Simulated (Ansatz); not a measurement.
# Mg2Ge2N: the cost of one run

Method: DFT PBE, scalar-relativistic, plane waves, PAW, in Ansatz 0.2.0.

## Step 1: The starting structure

The structure is hexagonal, space group P6mm (No. 183). Conventional cell: a = 3.641 Å, b = 3.641 Å, c = 7.836 Å, α = 90.00°, β = 90.00°, γ = 120.00°. Mg (site symmetry 6mm) has 1 N at 2.15 Å and 6 Ge at 2.31 Å as nearest neighbours. Around Mg (site symmetry 6mm) lie 1 N at 2.81 Å and 6 Ge at 2.85 Å and 1 Mg at 2.87 Å. Ge (site symmetry 3m) has 3 Ge at 2.10 Å and 3 Mg at 2.31 Å as nearest neighbours. Around N (site symmetry 6mm) lie 2 Mg at 2.15 to 2.81 Å.

As a file:

```
Mg Ge N
1.0
     3.64061    0.00000    0.00000
    -1.82031    3.15286    0.00000
     0.00000    0.00000    7.83592
Mg Ge N
2 2 1
Direct
  0.00000 0.00000 0.15875
  0.00000 0.00000 0.79240
  0.33333 0.66667 0.03750
  0.66667 0.33333 0.03750
  0.00000 0.00000 0.43332
```

A structure generator made this guess: random cell by space group and Wyckoff sites (P6mm, No. 183). The dimensions are guesses.

## Step 2: A first look at the guess

File input.yaml:

```yaml
crystal:
  lattice:
    - [3.64061411, 0.0, 0.0]
    - [-1.82030706, 3.15286431, 0.0]
    - [0.0, 0.0, 7.83592388]
  atoms:
    - { symbol: Mg, position: [0.0, 0.0, 0.1587498] }
    - { symbol: Mg, position: [0.0, 0.0, 0.79240119] }
    - { symbol: Ge, position: [0.33333333, 0.66666667, 0.03749977] }
    - { symbol: Ge, position: [0.66666667, 0.33333333, 0.03749977] }
    - { symbol: "N", position: [0.0, 0.0, 0.43332282] }
basis:
  ecutwfc: 420
kpoints:
  mp_grid: { grid: [6, 6, 2] }
hamiltonian:
  xc: pbe
scf:
  occupations: { method: gaussian, width: 0.1 }
  lower_state_search: "off"
output:
  forces: true
  stress: true
  eigenvalues: true
```

On the command line:

```
$ ansatz run input.yaml --threads 1 --pin off --max-ram 2560MiB --backend cpu --events-out ev --progress --plain --runs-dir out
```

Q: Estimate wall time and peak memory on 1 thread of Intel Xeon at 2.70GHz, shared host.

About 6.3 s, with a peak of 0.34 GiB.
